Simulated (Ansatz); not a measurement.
A run of Ansatz 0.2.0 is set up as follows.

Contents of input:

```
crystal:
  lattice:
    - [3.70187033, 0.0, 0.0]
    - [-1.85093516, 3.20591375, 0.0]
    - [0.0, 0.0, 3.61284203]
  atoms:
    - { symbol: Pt, position: [0.0, 0.0, 0.0] }
    - { symbol: Se, position: [0.6666666667, 0.3333333333, 0.5] }
hamiltonian:
  xc: b3lyp
  pseudopotentials: { kind: paw }
kpoints:
  mp_grid: { grid: [4, 4, 4] }
scf:
  occupations: { method: fermi_dirac, width: 0.05 }
output:
  forces: true
  stress: true
  eigenvalues: true
```

What does it give for the band gap on the k mesh?

None (metal or under the smearing width).

What does it give for the pressure?

-8.8 GPa.

Stress tensor (GPa, compression positive):
```
 -7.22   0.00   0.00
  0.00  -7.22   0.00
  0.00   0.00 -11.98
```

Caveat: the k mesh is coarse (spacing up to 0.49 Å⁻¹), so the values aren't converged, least of all with exact exchange; the PAW data sets come from PBE, with cores solved anew for the run's functional, which leaves a small shift of forces and pressure; the thresholds are loose for stress. Spin-orbit coupling is left out, which matters for the levels of Pt.
